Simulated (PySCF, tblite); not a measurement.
# C3H2F2O2: geometry, infrared bands, NMR shifts and spin-spin couplings

Aim: predict the infrared bands, NMR shifts and spin-spin couplings of C3H2F2O2 (`O=C(O)C=C(F)F`).

The runs use tblite 0.8.0 and PySCF 2.14.0, with density-fitted response routines of our own; the level of theory stands in each step. All values are computed, except where a source is named. Atoms are numbered from 0 throughout.

### Step 1. The molecule as given

9 atoms, charge 0, multiplicity 1; geometry from: force field or distance geometry start.

Bonds of the start (Å): O0–C1 1.27, C1–O2 1.39, C1–C3 1.46, C3–C4 1.33, C4–F5 1.34, C4–F6 1.36, O2–H7 1.01, C3–H8 1.08.

### Step 2. Optimising the geometry with GFN2-xTB

Job settings and geometry (Å):

```
{"job": {"kind": "relax", "xc": "GFN2-xTB", "basis": "xTB"}, "charge": 0, "multiplicity": 1}
O      0.994800    -1.383800     0.168000
C      0.870500    -0.143500    -0.074600
O      2.041700     0.554100    -0.324100
C     -0.442200     0.484300    -0.058700
C     -1.558900    -0.194800     0.208400
F     -1.605500    -1.513000     0.465500
F     -2.724400     0.499600     0.183300
H      2.969500     0.163700    -0.342000
H     -0.531900     1.539300    -0.251000
```

Command:

```bash
$ OMP_NUM_THREADS=1 python probes_run.py task.json out
```

This one command runs all jobs of the session in turn.

**Question.** This job is followed by: GFN2-xTB harmonic vibrations, gas phase; GIAO PBE0/pcSseg-1 NMR shielding, non-relativistic, gas phase; B3LYP/pcJ-1 indirect spin-spin coupling, non-relativistic, gas phase. What will the session give for the following? strongest single infrared mode (GFN2-xTB); zero-point energy (GFN2-xTB); 13C shifts against TMS (PBE0/pcSseg-1); 1H shifts against TMS (PBE0/pcSseg-1); 17O shifts against H2O (PBE0/pcSseg-1); 19F shifts against CFCl3 (PBE0/pcSseg-1); largest coupling of the table (B3LYP/pcJ-1).

**Answer**, as computed:

| quantity | value |
| --- | --- |
| strongest single infrared mode (GFN2-xTB) | 1788 cm⁻¹, 488 km/mol |
| zero-point energy (GFN2-xTB) | 31.1 kcal/mol |
| 13C shifts against TMS (PBE0/pcSseg-1) | 176.7, 166.7, 80.2 ppm |
| 1H shifts against TMS (PBE0/pcSseg-1) | 5.98, 5.03 ppm |
| 17O shifts against H2O (PBE0/pcSseg-1) | 422.8, 212.1 ppm |
| 19F shifts against CFCl3 (PBE0/pcSseg-1) | -56.8, -60.1 ppm |
| largest coupling of the table (B3LYP/pcJ-1) | 1J(C,F) C4–F5, -404.1 Hz |

In words: Relaxing lowered the energy by 0.749 eV in 27 steps; the close pair that moved most is O0–C1, from 1.270 to 1.200 Å. All 21 modes are real, so the xTB geometry is a minimum. The strongest single mode, at 1788 cm⁻¹, moves mainly C1 and O0. GFN2-xTB is a fitted tight-binding method: band positions and strengths are rough. Its intensities can rank the bands wrongly. At PBE0/pcSseg-1: The widest tensor belongs to O0: span 595 ppm, with a paramagnetic part of -489 ppm. Of the pairs tabulated at B3LYP/pcJ-1, C4–F5 couples most strongly (-404.1 Hz; Fermi contact -352.4 Hz). Couplings across rotatable bonds belong to this one conformer; where others are populated, the observed values are averages. Density functionals describe couplings to fluorine poorly, F–F couplings above all, so those rows are rough. The acid proton is that of the lone molecule; in solution hydrogen bonds move it to about 10 to 13 ppm.
